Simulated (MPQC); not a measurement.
# [H2]+ (SMILES [H][H+]): ROHF/pc-1-aug (hessian update BFGS, optimised first yes)

We compute an optimisation with harmonic vibrations of [H2]+. 

The results are computed with MPQC 2.3.1.

13 further runs of the same task are left out: 4 that didn't finish, 9 set aside as unsound or not needed.

## (1) The structure to begin with

[H2]+ has 2 atoms, charge +1, and is taken as a doublet. SMILES: `[H][H+]`. The shape is that of a GFN2-xTB optimisation. The run starts from this shape.

## (2) An optimisation with harmonic vibrations at ROHF/pc-1-aug (hessian update BFGS, optimised first yes)

Input file input.in:

```
% H2
basis: pc-1-aug
memory: 1000000000
frequencies: yes
molecule: (angstrom)
  H        0.000000       0.000000       0.000000
  H        0.000000       0.000000       1.026910
optimize: yes (cartesian)
symmetry: c1
charge: 1
checkpoint: no
multiplicity: 2
method: RHF
```

The run is started by

```sh
$ mpqc input.in > input.out
```

Q: Predict the results. Wanted: total energy; harmonic wavenumber; zero-point energy.

Answer, from the run:

At ROHF/pc-1-aug (hessian update BFGS, optimised first yes):

```
           quantity        value
       total energy  -0.59932 Eh
harmonic wavenumber    2540 cm⁻¹
  zero-point energy  15.2 kJ/mol
```

**Reading.** At the final geometry:  The program took a symmetry number of 1 where this shape has 2, so the entropy in its output is too high by R ln(2/1) = 1.38 cal/(mol K). The one mode is real, so the shape is a minimum at this level.
